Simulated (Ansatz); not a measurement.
# NaBr (singlet): wave-function methods side by side, 6-31G

The task here is to estimate one member of a computed series from the others.

Computed with Ansatz 0.2.0, Gaussian basis. Level: 6-31G, core rule «outside noble gas», up to 19 orbitals frozen.

Plan: UHF; CCSD(T) on RHF; BCCD(T) on RHF; CISD; CCSDT(Q) on RHF; CISDTQ; CCSDTQ on RHF; Full CI.

16 further runs of the same task are left out: 7 for a known fault of the program, 4 that didn't finish, 5 set aside as unsound or not needed.

### What is computed

The geometry is a PBE0/def2-TZVP stationary point (not a proven minimum). No spin-orbit coupling is included. The filled d shell of Br may be among the frozen orbitals whatever the setting's name suggests; the logs give the count.

2 atoms, charge 0, spin multiplicity 1.

Atoms are counted from 1 here; the program's logs count them from 0.

Bond lengths: Br1–Na2 2.507 Å.

Geometry (Å):

| atom | x (Å) | y (Å) | z (Å) |
| --- | --- | --- | --- |
| Br1 | 0.00000 | 0.00000 | 0.00000 |
| Na2 | 0.00000 | 0.00000 | 2.50680 |

The first run:

Input file in.yaml:

```yaml
crystal:
  periodic: [false, false, false]
  atoms:
    - {symbol: Br, position_ang: [0.000000, 0.000000, 0.000000]}
    - {symbol: Na, position_ang: [0.000000, 0.000000, 2.506800]}
basis:
  gaussian: {orbitals: 6-31G}
magnetization: {spin_polarized: true, initial_magnetization: 0}
hamiltonian: {xc: hf}
output: {orbitals: {seedname: orbitals}}
```

Run with:

```console
> ansatz run in.yaml --threads 1 --pin off --events-out ev --progress --plain --max-ram 2393MiB
```

Steps of the session up to this table: UHF; CCSD(T) on RHF; BCCD(T) on RHF; CISD; CCSDT(Q) on RHF; CISDTQ; CCSDTQ on RHF; Full CI.

One table of the session follows, with a row left open; its other results are not shown here.

```
   method  from FCI (kJ/mol)
      RHF                  ?
     RMP2              +18.6
     CISD               +5.0
    RCCSD               +2.4
 RCCSD(T)               +0.3
  BCCD(T)               +0.3
   RCCSDT               -0.1
   CISDTQ               +0.2
RCCSDT(Q)                0.0
  RCCSDTQ                0.0
      FCI                  0
```

Estimate the missing values for RHF.

The run gave: from FCI (kJ/mol): +124.0. In the column «from FCI (kJ/mol)» it is the highest.
